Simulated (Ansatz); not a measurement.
# Ru8N: the cost of one run

Program: Ansatz 0.2.0. Level of theory: DFT PBE+D3(BJ), scalar-relativistic, plane waves, PAW. These are calculated values, not measurements.

2 further runs of the same task are left out: 2 set aside as unsound or not needed.

## 1. The structure to begin with

The structure is trigonal, space group P3m1 (No. 156). The conventional cell has a = 2.698 Å, b = 2.698 Å, c = 22.399 Å, α = 90.00°, β = 90.00°, γ = 120.00°. Around Ru (site symmetry 3m) lie 9 Ru at 2.64 to 2.70 Å. Ru (site symmetry 3m) has 12 Ru at 2.64 to 2.70 Å in its first shell of neighbours. Around Ru (site symmetry 3m) lie 12 Ru at 2.59 to 2.70 Å. Ru (site symmetry 3m) is surrounded by 9 Ru at 2.59 to 2.70 Å.

Structure file:

```
CELL_PARAMETERS angstrom
5.39519 0.00000 0.00000
-2.69759 4.67237 0.00000
0.00000 0.00000 22.39873
ATOMIC_POSITIONS crystal
Ru 0.33333 0.16667 0.35716
Ru 0.33333 0.66667 0.35716
Ru 0.83333 0.16667 0.35716
Ru 0.83333 0.66667 0.35716
Ru 0.16667 0.33333 0.45239
Ru 0.16667 0.83333 0.45239
Ru 0.66667 0.33333 0.45239
Ru 0.66667 0.83333 0.45239
Ru 0.33333 0.16667 0.54825
Ru 0.33333 0.66667 0.54825
Ru 0.83333 0.16667 0.54825
Ru 0.83333 0.66667 0.54825
Ru 0.16667 0.33333 0.64051
Ru 0.16667 0.83333 0.64051
Ru 0.66667 0.33333 0.64051
Ru 0.66667 0.83333 0.64051
```

Planes are indexed in the bulk's conventional cell (P6_3/mmc (No. 194)), a = 2.698 Å, b = 2.698 Å, c = 4.266 Å, α = 90.00°, β = 90.00°, γ = 120.00°.

This (001) slab, 6.4 Å thick as cut, with 16 Å of vacuum, in a 2×2 surface cell; its outer planes are Ru (top) and Ru (bottom), was relaxed beforehand with its lower half held: -94057.9423 eV, work function 4.97 eV (top face), 5.00 eV (bottom face), dipole along +c 0.005 e·Å per cell.

## 2. N2, upright, over a top (Ru) site

input.yaml

```yaml
crystal:
  lattice:
    - [5.39518955, 0.0, 0.0]
    - [-2.697594775, 4.6723712085, 0.0]
    - [0.0, 0.0, 25.4987269957]
  atoms:
    - { symbol: Ru, position: [0.3333333333, 0.1666666667, 0.3137411527] }
    - { symbol: Ru, position: [0.3333333333, 0.6666666667, 0.3137411527] }
    - { symbol: Ru, position: [0.8333333333, 0.1666666667, 0.3137411527] }
    - { symbol: Ru, position: [0.8333333333, 0.6666666667, 0.3137411527] }
    - { symbol: Ru, position: [0.1666666667, 0.3333333333, 0.3973888187] }
    - { symbol: Ru, position: [0.1666666667, 0.8333333333, 0.3973888187] }
    - { symbol: Ru, position: [0.6666666667, 0.3333333333, 0.3973888187] }
    - { symbol: Ru, position: [0.6666666667, 0.8333333333, 0.3973888187] }
    - { symbol: Ru, position: [0.3333333333, 0.1666666667, 0.4815954873] }
    - { symbol: Ru, position: [0.3333333333, 0.6666666667, 0.4815954873] }
    - { symbol: Ru, position: [0.8333333333, 0.1666666667, 0.4815954873] }
    - { symbol: Ru, position: [0.8333333333, 0.6666666667, 0.4815954873] }
    - { symbol: Ru, position: [0.1666666667, 0.3333333333, 0.5626425814] }
    - { symbol: Ru, position: [0.1666666667, 0.8333333333, 0.5626425814] }
    - { symbol: Ru, position: [0.6666666667, 0.3333333333, 0.5626425814] }
    - { symbol: Ru, position: [0.6666666667, 0.8333333333, 0.5626425814] }
    - { symbol: "N", position: [0.1666666667, 0.3333333333, 0.6795111608] }
    - { symbol: "N", position: [0.1666666667, 0.3333333333, 0.7226505693] }
basis:
  ecutwfc: 420
kpoints:
  mp_grid: { grid: [4, 4, 1] }
hamiltonian:
  xc: pbe
  dispersion: d3bj
scf:
  occupations: { method: gaussian, width: 0.1 }
output:
  forces: true
  eigenvalues: true
relax:
  adjacent_minimum: "off"
  f_tol: 0.04
  max_steps: 100
  constraints: [{ sites: [0, 1, 2, 3, 4, 5, 6, 7] }]
efield:
  axis: 3
  dipole_correction: true
  ramp_width: 0.04
```

Run with:

```console
ansatz run input.yaml --threads 4 --pin off --max-ram 10240MiB --backend cpu --events-out ev --progress --plain --runs-dir out
```

**Question.** How long does this run take on 4 threads of Intel Xeon Platinum 8488C (Sapphire Rapids), shared host, and how much memory does it need?

About 87 s, with a peak of 1.8 GiB.
